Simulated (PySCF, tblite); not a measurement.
# CH12OSi5: geometry, infrared bands and NMR shifts

Wanted: the infrared bands and NMR shifts of CH12OSi5 (`O[Si@H]1[SiH2]C[SiH2][SiH2][SiH2]1`), by calculation.

Computed with tblite 0.8.0 and PySCF 2.14.0, with density-fitted response routines of our own, on a single molecule in the gas phase. Atoms are numbered from 0 throughout.

**1. The molecule as given**

19 atoms, charge 0, multiplicity 1; geometry from: force field or distance geometry start.

Bonds of the start (Å): O0–Si1 1.72, Si1–Si2 2.22, Si2–C3 1.88, C3–Si4 1.86, Si4–Si5 2.23, Si5–Si6 2.24, Si6–Si1 2.24, O0–H7 0.99, Si1–H8 1.47, Si2–H9 1.46, Si2–H10 1.48, C3–H11 1.11, C3–H12 1.11, Si4–H13 1.45, Si4–H14 1.47, Si5–H15 1.45, Si5–H16 1.48, Si6–H17 1.47, Si6–H18 1.46.

**2. Geometry optimisation with GFN2-xTB**

The job: settings as JSON, then the geometry in Å.

```
{"job": {"kind": "relax", "xc": "GFN2-xTB", "basis": "xTB"}, "charge": 0, "multiplicity": 1}
O      0.932600    -1.399700     2.167200
Si     0.585900    -1.786300     0.529800
Si    -1.466500    -1.164000    -0.059900
C     -1.730200     0.621400     0.475200
Si    -0.822700     1.664300    -0.770500
Si     1.346900     1.583500    -0.246500
Si     1.962200    -0.522500    -0.712100
H      0.181800    -0.963500     2.643200
H      0.811000    -3.217300     0.295200
H     -2.507200    -2.062600     0.444800
H     -1.473700    -1.134500    -1.537000
H     -1.236800     0.734800     1.463300
H     -2.801600     0.892700     0.494600
H     -1.332600     3.023200    -0.868300
H     -0.983700     0.994800    -2.067900
H      2.145000     2.573000    -0.941000
H      1.437200     1.741500     1.223400
H      1.575800    -0.789700    -2.109100
H      3.366900    -0.779900    -0.431800
```

Command:

```
OMP_NUM_THREADS=1 python probes_run.py task.json out
```

The driver reads the jobs from task.json and runs them one after another.

**Question.** This job is followed by: GFN2-xTB harmonic vibrations, gas phase; GIAO PBE0/pcSseg-1 NMR shielding, non-relativistic, gas phase. What will the session give for the following? strongest single infrared mode (GFN2-xTB); zero-point energy (GFN2-xTB); 13C shifts against TMS (PBE0/pcSseg-1); 1H shifts against TMS (PBE0/pcSseg-1); 17O shifts against H2O (PBE0/pcSseg-1); 29Si shifts against TMS (PBE0/pcSseg-1); surface potential, 1st and 99th percentile.

**Answer**, as computed:

| quantity | value |
| --- | --- |
| strongest single infrared mode (GFN2-xTB) | 2194 cm⁻¹, 667 km/mol |
| zero-point energy (GFN2-xTB) | 71.5 kcal/mol |
| 13C shifts against TMS (PBE0/pcSseg-1) | -14.8 ppm |
| 1H shifts against TMS (PBE0/pcSseg-1) | 6.23, 4.47, 4.34, 4.09, 3.89, 3.80, 3.72, 3.55, 3.46, 0.30, 0.01, -0.13 ppm |
| 17O shifts against H2O (PBE0/pcSseg-1) | -5.7 ppm |
| 29Si shifts against TMS (PBE0/pcSseg-1) | -6.1, -71.6, -75.7, -123.9, -127.1 ppm |
| surface potential, 1st and 99th percentile | -1.13 V and 2.05 V |

In words: Relaxing lowered the energy by 0.949 eV in 131 steps; the close pair that moved most is Si1–Si2, from 2.224 to 2.321 Å. No mode is imaginary among the 51: a minimum at this level. The strongest single mode, at 2194 cm⁻¹, moves mainly H10. Unscaled tight-binding wavenumbers are off by several per cent, some by more. Its intensities can rank the bands wrongly. At PBE0/pcSseg-1: The widest tensor belongs to Si1: span 187 ppm, with a paramagnetic part of -523 ppm. By nearest atom (PBE0/pcSseg-1), the HOMO sits on Si1, Si2 about 22 % each; O0 14 % and the LUMO on Si1 20 %; Si6 12 %.
